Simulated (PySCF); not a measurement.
# InCl4−: NMR shieldings

Wanted: NMR shieldings for InCl4− (`[Cl][In-]([Cl])([Cl])[Cl]`).

Programs: PySCF 2.14.0, with routines of our own; each step states its level. All values are computed. Atoms count from 0.

3 further runs of the same task are left out: 3 for a basis unfit for spin-orbit shieldings.

### Step 1. The system as given

5 atoms, charge -1, multiplicity 1; geometry from: GFN2-xTB.

### Step 2. NMR shieldings: PBE0/pcSseg-1 In:x2c-TZVPall-2c, spin-free

Job settings and geometry (Å):

```
{"job": {"xc": "PBE0", "basis": {"default": "pcSseg-1", "In": "x2c-TZVPall-2c"}, "rel": "sf", "kind": "hnmr"}, "charge": -1, "multiplicity": 1}
In     0.000660     0.000420    -0.001430
Cl     0.010660    -0.016390     2.357160
Cl     2.219230     0.010760    -0.794980
Cl    -1.120020     1.928860    -0.766850
Cl    -1.110530    -1.923660    -0.793890
```

With the program's defaults for keys left out, this is: PBE0/pcSseg-1 In:x2c-TZVPall-2c GIAO NMR shielding, spin-free X2C, Gaussian nuclei, gas phase.

On the command line:

```sh
$ OMP_NUM_THREADS=1 python heavy_run.py task.json out
```

This one command runs all jobs of the session in turn.

What it wrote:

```text
spin-free SCF
coarse grid: 33352 points
cycle   1  E = -7726.0061842378  dE =  1.100e-01  |g| = 6.069e-01  |ddm| = 2.445e+00
cycle   2  E = -7725.9682384994  dE =  3.795e-02  |g| = 8.222e-01  |ddm| = 1.492e+00
cycle   3  E = -7726.0957053618  dE = -1.275e-01  |g| = 8.352e-02  |ddm| = 8.277e-01
cycle   4  E = -7726.0969212301  dE = -1.216e-03  |g| = 1.687e-02  |ddm| = 9.790e-02
cycle   5  E = -7726.0969645779  dE = -4.335e-05  |g| = 1.277e-03  |ddm| = 1.574e-02
cycle   6  E = -7726.0969646773  dE = -9.944e-08  |g| = 6.964e-04  |ddm| = 1.680e-03
final grid: 61032 points
cycle   7  E = -7726.0956591899  dE = -6.146e-08  |g| = 7.603e-04  |ddm| = 2.011e-03
cycle   8  E = -7726.0956590907  dE =  9.924e-08  |g| = 1.022e-03  |ddm| = 2.094e-03
cycle   9  E = -7726.0956593560  dE = -2.653e-07  |g| = 1.299e-04  |ddm| = 1.157e-03
cycle  10  E = -7726.0956593573  dE = -1.330e-09  |g| = 3.012e-06  |ddm| = 7.276e-05
converged SCF energy = -7726.0956593573
check of the scalar solution
cycle   1  E = -7726.0956593573  dE = -7.726e+03  |FDS-SDF| = 3.012e-06
cycle   2  E = -7726.0956593574  dE = -1.819e-11  |FDS-SDF| = 2.028e-06
converged, E = -7726.0956593574

Field gradients (au) and densities at the nuclei (bohr^-3)
atom        Vxx        Vyy        Vzz        centre      nuclear mean
  0 In     0.0026     0.0089    -0.0115     158970.558     157971.989
  1 Cl    -0.9016    -0.9019     1.8035       2816.992       2816.940
  2 Cl    -0.9017    -0.9018     1.8035       2816.992       2816.940
  3 Cl    -0.9017    -0.9025     1.8042       2816.992       2816.940
  4 Cl    -0.9019    -0.9024     1.8043       2816.992       2816.940
without picture change
  0 In                          -0.0128                    320373.203

Core orbital energies (eV)
atom   shell        mean    spread
  0 In 1s       -27793.817   0.000
  0 In 2s        -4181.679   0.000
  0 In 3s         -801.002   0.000
  0 In 4s         -122.969   0.000
  0 In 2p        -3753.440   0.000
  0 In 3p         -659.621   0.001
  0 In 4p          -80.266   0.000
  0 In 3d         -439.056   0.001
  0 In 4d          -18.331   0.233
  1 Cl 1s        -2772.700   0.000
  1 Cl 2s         -256.395   0.000
  1 Cl 3s          -18.188   0.000
  1 Cl 2p         -193.116   0.131
  2 Cl 1s        -2772.710   0.000
  2 Cl 2s         -256.406   0.000
  2 Cl 3s          -18.203   0.000
  2 Cl 2p         -193.126   0.132
  3 Cl 1s        -2772.706   0.000
  3 Cl 2s         -256.401   0.000
  3 Cl 3s          -18.194   0.000
  3 Cl 2p         -193.122   0.132
  4 Cl 1s        -2772.703   0.000
  4 Cl 2s         -256.398   0.000
  4 Cl 3s          -18.189   0.000
  4 Cl 2p         -193.118   0.131

Shielding tensors (ppm)
atom      isotropic    diamagn.    paramagn.     s11        s22        s33       span
  0 In     3005.26     4997.24    -1991.98    3003.53    3004.99    3007.26       3.73
  1 Cl      978.80     1141.72     -162.92     927.76     928.03    1080.63     152.87
  2 Cl      979.53     1141.72     -162.19     928.97     929.16    1080.46     151.49
  3 Cl      979.18     1141.72     -162.54     928.25     928.63    1080.68     152.43
  4 Cl      978.96     1141.72     -162.76     927.89     928.23    1080.76     152.87
```

It took 32 s on 1 thread of Intel Xeon Platinum 8375C at 2.90GHz, shared host; peak memory 0.93 GiB.

### Step 3. NMR shieldings: PBE0/pcSseg-1 In:x2c-TZVPall-2c in water, spin-free

Job settings and geometry (Å):

```
{"job": {"xc": "PBE0", "basis": {"default": "pcSseg-1", "In": "x2c-TZVPall-2c"}, "rel": "sf", "solvent": "water", "kind": "hnmr"}, "charge": -1, "multiplicity": 1}
In     0.000660     0.000420    -0.001430
Cl     0.010660    -0.016390     2.357160
Cl     2.219230     0.010760    -0.794980
Cl    -1.120020     1.928860    -0.766850
Cl    -1.110530    -1.923660    -0.793890
```

Level: PBE0/pcSseg-1 In:x2c-TZVPall-2c GIAO NMR shielding, spin-free X2C, Gaussian nuclei, IEF-PCM water.

What it wrote:

```text
spin-free SCF
coarse grid: 33352 points
cycle   1  E = -7726.0765956517  dE =  4.028e-02  |g| = 6.082e-01  |ddm| = 2.445e+00
cycle   2  E = -7726.0549972443  dE =  2.160e-02  |g| = 7.887e-01  |ddm| = 1.488e+00
cycle   3  E = -7726.1675578854  dE = -1.126e-01  |g| = 7.466e-02  |ddm| = 7.726e-01
cycle   4  E = -7726.1683847695  dE = -8.269e-04  |g| = 1.448e-02  |ddm| = 7.405e-02
cycle   5  E = -7726.1684033335  dE = -1.856e-05  |g| = 1.339e-03  |ddm| = 1.058e-02
cycle   6  E = -7726.1684035632  dE = -2.297e-07  |g| = 6.684e-04  |ddm| = 2.054e-03
final grid: 61032 points
cycle   7  E = -7726.1670980730  dE = -1.123e-07  |g| = 6.828e-04  |ddm| = 1.986e-03
cycle   8  E = -7726.1670980479  dE =  2.508e-08  |g| = 8.658e-04  |ddm| = 1.721e-03
cycle   9  E = -7726.1670981937  dE = -1.458e-07  |g| = 9.021e-05  |ddm| = 8.607e-04
cycle  10  E = -7726.1670981949  dE = -1.239e-09  |g| = 2.889e-06  |ddm| = 7.628e-05
converged SCF energy = -7726.1670981949
check of the scalar solution
cycle   1  E = -7726.1670981949  dE = -7.726e+03  |FDS-SDF| = 2.889e-06
cycle   2  E = -7726.1670981949  dE =  3.638e-12  |FDS-SDF| = 1.813e-06
converged, E = -7726.1670981949

Field gradients (au) and densities at the nuclei (bohr^-3)
atom        Vxx        Vyy        Vzz        centre      nuclear mean
  0 In     0.0026     0.0098    -0.0124     158970.564     157971.995
  1 Cl    -0.8878    -0.8879     1.7757       2816.991       2816.940
  2 Cl    -0.8886    -0.8888     1.7773       2816.992       2816.940
  3 Cl    -0.8881    -0.8894     1.7776       2816.992       2816.940
  4 Cl    -0.8880    -0.8892     1.7772       2816.992       2816.940
without picture change
  0 In                          -0.0138                    320373.217

Core orbital energies (eV)
atom   shell        mean    spread
  0 In 1s       -27797.653   0.000
  0 In 2s        -4185.515   0.000
  0 In 3s         -804.838   0.000
  0 In 4s         -126.804   0.000
  0 In 2p        -3757.276   0.000
  0 In 3p         -663.458   0.001
  0 In 4p          -84.103   0.000
  0 In 3d         -442.892   0.001
  0 In 4d          -22.168   0.232
  1 Cl 1s        -2776.561   0.000
  1 Cl 2s         -260.258   0.000
  1 Cl 3s          -21.986   0.000
  1 Cl 2p         -196.978   0.129
  2 Cl 1s        -2776.569   0.000
  2 Cl 2s         -260.266   0.000
  2 Cl 3s          -21.997   0.000
  2 Cl 2p         -196.986   0.129
  3 Cl 1s        -2776.565   0.000
  3 Cl 2s         -260.261   0.000
  3 Cl 3s          -21.990   0.000
  3 Cl 2p         -196.981   0.129
  4 Cl 1s        -2776.563   0.000
  4 Cl 2s         -260.259   0.000
  4 Cl 3s          -21.986   0.000
  4 Cl 2p         -196.979   0.129

Shielding tensors (ppm)
atom      isotropic    diamagn.    paramagn.     s11        s22        s33       span
  0 In     3006.14     4997.21    -1991.06    3004.27    3005.83    3008.33       4.06
  1 Cl      980.98     1141.67     -160.69     930.14     930.44    1082.36     152.22
  2 Cl      981.54     1141.66     -160.12     931.15     931.33    1082.13     150.98
  3 Cl      981.26     1141.66     -160.40     930.50     930.89    1082.37     151.87
  4 Cl      981.08     1141.66     -160.58     930.22     930.55    1082.46     152.24
```

Wall time 32 s (1 thread of Intel Xeon Platinum 8375C at 2.90GHz, shared host); peak memory 0.94 GiB.

### Step 4. NMR shieldings: PBE0/pcSseg-1 In:x2c-TZVPall-2c in dichloromethane, spin-free

Job settings and geometry (Å):

```
{"job": {"xc": "PBE0", "basis": {"default": "pcSseg-1", "In": "x2c-TZVPall-2c"}, "rel": "sf", "solvent": "dichloromethane", "kind": "hnmr"}, "charge": -1, "multiplicity": 1}
In     0.000660     0.000420    -0.001430
Cl     0.010660    -0.016390     2.357160
Cl     2.219230     0.010760    -0.794980
Cl    -1.120020     1.928860    -0.766850
Cl    -1.110530    -1.923660    -0.793890
```

With the program's defaults for keys left out, this is: PBE0/pcSseg-1 In:x2c-TZVPall-2c GIAO NMR shielding, spin-free X2C, Gaussian nuclei, IEF-PCM dichloromethane.

What it wrote:

```text
spin-free SCF
coarse grid: 33352 points
cycle   1  E = -7726.0691959690  dE =  4.759e-02  |g| = 6.083e-01  |ddm| = 2.445e+00
cycle   2  E = -7726.0448523089  dE =  2.434e-02  |g| = 7.946e-01  |ddm| = 1.490e+00
cycle   3  E = -7726.1601064149  dE = -1.153e-01  |g| = 7.533e-02  |ddm| = 7.825e-01
cycle   4  E = -7726.1609578581  dE = -8.514e-04  |g| = 1.473e-02  |ddm| = 7.612e-02
cycle   5  E = -7726.1609781290  dE = -2.027e-05  |g| = 1.407e-03  |ddm| = 1.095e-02
cycle   6  E = -7726.1609783600  dE = -2.310e-07  |g| = 7.356e-04  |ddm| = 2.187e-03
final grid: 61032 points
cycle   7  E = -7726.1596728686  dE = -1.036e-07  |g| = 7.667e-04  |ddm| = 2.137e-03
cycle   8  E = -7726.1596728268  dE =  4.185e-08  |g| = 9.853e-04  |ddm| = 1.971e-03
cycle   9  E = -7726.1596730244  dE = -1.976e-07  |g| = 1.034e-04  |ddm| = 9.998e-04
cycle  10  E = -7726.1596730260  dE = -1.544e-09  |g| = 3.249e-06  |ddm| = 8.420e-05
converged SCF energy = -7726.1596730260
check of the scalar solution
cycle   1  E = -7726.1596730260  dE = -7.726e+03  |FDS-SDF| = 3.249e-06
cycle   2  E = -7726.1596730260  dE =  2.365e-11  |FDS-SDF| = 2.115e-06
converged, E = -7726.1596730260

Field gradients (au) and densities at the nuclei (bohr^-3)
atom        Vxx        Vyy        Vzz        centre      nuclear mean
  0 In     0.0026     0.0097    -0.0123     158970.573     157972.004
  1 Cl    -0.8906    -0.8909     1.7815       2816.992       2816.940
  2 Cl    -0.8913    -0.8916     1.7829       2816.992       2816.941
  3 Cl    -0.8911    -0.8921     1.7831       2816.992       2816.941
  4 Cl    -0.8909    -0.8919     1.7828       2816.992       2816.940
without picture change
  0 In                          -0.0137                    320373.235

Core orbital energies (eV)
atom   shell        mean    spread
  0 In 1s       -27797.271   0.000
  0 In 2s        -4185.133   0.000
  0 In 3s         -804.456   0.000
  0 In 4s         -126.424   0.000
  0 In 2p        -3756.894   0.000
  0 In 3p         -663.076   0.001
  0 In 4p          -83.721   0.000
  0 In 3d         -442.510   0.001
  0 In 4d          -21.786   0.232
  1 Cl 1s        -2776.173   0.000
  1 Cl 2s         -259.870   0.000
  1 Cl 3s          -21.669   0.000
  1 Cl 2p         -196.590   0.129
  2 Cl 1s        -2776.181   0.000
  2 Cl 2s         -259.878   0.000
  2 Cl 3s          -21.681   0.000
  2 Cl 2p         -196.598   0.130
  3 Cl 1s        -2776.177   0.000
  3 Cl 2s         -259.874   0.000
  3 Cl 3s          -21.673   0.000
  3 Cl 2p         -196.594   0.130
  4 Cl 1s        -2776.175   0.000
  4 Cl 2s         -259.872   0.000
  4 Cl 3s          -21.669   0.000
  4 Cl 2p         -196.592   0.129

Shielding tensors (ppm)
atom      isotropic    diamagn.    paramagn.     s11        s22        s33       span
  0 In     3005.12     4997.23    -1992.11    3003.27    3004.83    3007.26       3.99
  1 Cl      980.53     1141.67     -161.14     929.69     929.97    1081.94     152.26
  2 Cl      981.11     1141.66     -160.55     930.70     930.90    1081.73     151.03
  3 Cl      980.84     1141.67     -160.82     930.09     930.47    1081.98     151.89
  4 Cl      980.66     1141.67     -161.01     929.79     930.12    1082.06     152.28
```

Run time: 32 s. Hardware: 1 thread of Intel Xeon Platinum 8375C at 2.90GHz, shared host; peak memory 0.94 GiB.

### Step 5. Shieldings side by side

| run | Cl1 | Cl4 | Cl3 | Cl2 | In0 | time |
| --- | --- | --- | --- | --- | --- | --- |
| step 2, PBE0/pcSseg-1 In:x2c-TZVPall-2c, spin-free | 978.8 | 979.0 | 979.2 | 979.5 | 3005.3 | 32 s |
| step 3, PBE0/pcSseg-1 In:x2c-TZVPall-2c in water, spin-free | 981.0 | 981.1 | 981.3 | 981.5 | 3006.1 | 32 s |
| step 4, PBE0/pcSseg-1 In:x2c-TZVPall-2c in dichloromethane, spin-free | 980.5 | 980.7 | 980.8 | 981.1 | 3005.1 | 32 s |

### Step 6. Results

| quantity | value |
| --- | --- |
| shieldings (step 2, PBE0/pcSseg-1 In:x2c-TZVPall-2c, spin-free) | In0 3005.3, Cl1 978.8, Cl2 979.5, Cl3 979.2, Cl4 979.0 ppm |
| shieldings (step 3, PBE0/pcSseg-1 In:x2c-TZVPall-2c in water, spin-free) | In0 3006.1, Cl1 981.0, Cl2 981.5, Cl3 981.3, Cl4 981.1 ppm |
| shieldings (step 4, PBE0/pcSseg-1 In:x2c-TZVPall-2c in dichloromethane, spin-free) | In0 3005.1, Cl1 980.5, Cl2 981.1, Cl3 980.8, Cl4 980.7 ppm |

A continuum can't give the shift that close solvent molecules cause at an ion. Cl1 (with its equivalent atoms) moves most between the runs, by 2 ppm; the labels say what changes from run to run. No run holds spin-orbit coupling, which is large for shieldings at and beside heavy atoms. The geometry comes from tight binding, which is rough for metal atoms, and these values hang on it.
